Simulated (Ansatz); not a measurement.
# C2H7GaO (SMILES C[O][GaH][CH3]) at RPA@PBEsol/def2-SV(P) (accuracy low)

What is the vertical singlet–triplet gap of C2H7GaO at RPA@PBEsol/def2-SV(P) (accuracy low)? 

The calculation is run with Ansatz 0.2.0.

8 further runs of the same task are left out: 1 for a known fault of the program, 1 that didn't finish, 6 set aside as unsound or not needed.

### 1 The molecule

C2H7GaO: 11 atoms, total charge 0, spin state singlet. SMILES: `C[O][GaH][CH3]`. The coordinates come from a PBE0-D4/def2-TZVP relaxation. This is one conformer, not always the lowest.

Bond lengths: C1–O2 1.399 Å, O2–Ga3 1.790 Å, Ga3–C4 1.962 Å, C1–H5 1.097 Å, C1–H6 1.097 Å, C1–H7 1.099 Å, Ga3–H8 1.559 Å, C4–H9 1.093 Å, C4–H10 1.090 Å, C4–H11 1.093 Å. Some angles: C1–O2–Ga3 124.2°, O2–Ga3–C4 117.5°, O2–C1–H5 110.2°, O2–C1–H6 110.2°, O2–C1–H7 113.5°, O2–Ga3–H8 112.0°, C4–Ga3–H8 130.6°, Ga3–C4–H9 110.4°, Ga3–C4–H10 111.4°, Ga3–C4–H11 110.5°.

### 2 A single-point energy at RPA@PBEsol/def2-SV(P) (accuracy low)

File input.yaml:

```yaml
crystal:
  periodic: [false, false, false]
  atoms:
    - {symbol: C, position_ang: [-0.791600, 1.602400, 0.445600]}
    - {symbol: O, position_ang: [-0.543500, 0.539300, 1.321100]}
    - {symbol: Ga, position_ang: [0.230400, -1.001400, 0.840100]}
    - {symbol: C, position_ang: [0.760100, -1.200000, -1.038200]}
    - {symbol: H, position_ang: [-0.273700, 2.505300, 0.790600]}
    - {symbol: H, position_ang: [-1.864800, 1.825700, 0.416600]}
    - {symbol: H, position_ang: [-0.465300, 1.405800, -0.585500]}
    - {symbol: H, position_ang: [0.366600, -1.985700, 2.041400]}
    - {symbol: H, position_ang: [-0.112800, -1.118100, -1.690500]}
    - {symbol: H, position_ang: [1.236500, -2.164400, -1.217400]}
    - {symbol: H, position_ang: [1.458000, -0.409100, -1.323800]}
basis:
  gaussian:
    orbitals: def2-SV_P_.json
hamiltonian:
  xc: {name: PBEsol}
accuracy: low
correlation:
  method: rpa
  electrons: all
```

The basis set def2-SV(P) is read from a file made from the Basis Set Exchange's data (not shown).

The run is started by

```bash
$ ansatz run input.yaml --threads 1 --pin off --max-ram 2610MiB --events-out events.jsonl --progress --plain --runs-dir runs
```

What it wrote:

```text
Warning: RAYON_NUM_THREADS=1 ignored (pool sized by the plan → 1); use --threads N
Functional definition: PBEsol
  name "PBEsol"
  exchange = pbesol_x
  correlation = pbesol_c
961 factors; integrals over basis functions are off by at most 8.9e-4 eV
mean field evaluation 1: about -56519.6176 eV, gradient 8.2e1 eV
mean field evaluation 2: about -56519.6136 eV, gradient 8.2e1 eV
mean field evaluation 4: about -56528.1672 eV, gradient 5.2e1 eV
mean field evaluation 8: about -56534.0262 eV, gradient 8.9e-1 eV
mean field evaluation 16: about -56534.0256 eV, gradient 3.1e-4 eV
mean field -56534.02564985 eV, -2077.5871224930 hartree, gradient 7.3e-6 eV, S^2 0.000000; 0 other end points of the search recorded, 0 dependent functions left out
reference -56531.41631591 eV, -2077.4912312396 hartree; 29, 29 occupied and 59, 59 virtual orbitals, 961 factors
Total energy: -56560.26340833 eV, -2078.5513423325 hartree
```

It took 7.2 s on 1 thread of AMD EPYC 7R43 (Zen 3), shared host.

### 3 The triplet, same level

Changes to input.yaml since step 2:

```diff
@@ -17,5 +17,7 @@
     orbitals: def2-SV_P_.json
+magnetization:
+  spin_polarized: true
+  initial_magnetization: 2
 hamiltonian:
   xc: {name: PBEsol}
-accuracy: low
 correlation:
@@ -23 +25,2 @@
   electrons: all
+accuracy: low
```

The basis set def2-SV(P) is read from a file made from the Basis Set Exchange's data (not shown).

The run is started by

```bash
$ ansatz run input.yaml --threads 1 --pin off --max-ram 2610MiB --events-out events.jsonl --progress --plain --runs-dir runs
```

What it wrote:

```text
Warning: RAYON_NUM_THREADS=1 ignored (pool sized by the plan → 1); use --threads N
Functional definition: PBEsol
  name "PBEsol"
  exchange = pbesol_x
  correlation = pbesol_c
961 factors; integrals over basis functions are off by at most 8.9e-4 eV
mean field evaluation 1: about -56513.5261 eV, gradient 5.8e1 eV
mean field evaluation 2: about -56513.5229 eV, gradient 5.8e1 eV
mean field evaluation 4: about -56516.7209 eV, gradient 4.9e1 eV
mean field evaluation 8: about -56528.2662 eV, gradient 1.1e1 eV
mean field evaluation 16: about -56529.1239 eV, gradient 1.3e0 eV
mean field evaluation 32: about -56527.7792 eV, gradient 4.2e0 eV
mean field evaluation 64: about -56529.1812 eV, gradient 2.7e-1 eV
mean field evaluation 96: about -56505.0801 eV, gradient 3.1e1 eV
mean field evaluation 128: about -56526.0226 eV, gradient 9.3e0 eV
mean field -56529.18284679 eV, -2077.4091527632 hartree, gradient 3.1e-6 eV, S^2 2.002084; 14 other end points of the search recorded, 0 dependent functions left out
reference -56525.32343556 eV, -2077.2673220165 hartree; 30, 28 occupied and 58, 60 virtual orbitals, 961 factors
Total energy: -56555.48206414 eV, -2078.3756311745 hartree
```

Run time: 50 s. Hardware: 1 thread of AMD EPYC 7R43 (Zen 3), shared host.

### 4 What came out

At RPA@PBEsol/def2-SV(P) (accuracy low):

```
                                        quantity           value
                           singlet: total energy  -2078.55134 Eh
                 singlet: RPA correlation energy     -1060.1 mEh
                           triplet: total energy  -2078.37563 Eh
                 triplet: RPA correlation energy     -1108.3 mEh
      triplet: ⟨S²⟩ of the reference determinant           2.002
vertical energy of the triplet above the singlet        4.781 eV
```

What this shows: At this shape the triplet lies 4.78 eV (461 kJ/mol) above the singlet. The accuracy setting (singlet) is loose, so the last digits carry no meaning. The accuracy setting (triplet) is loose, so the last digits carry no meaning.
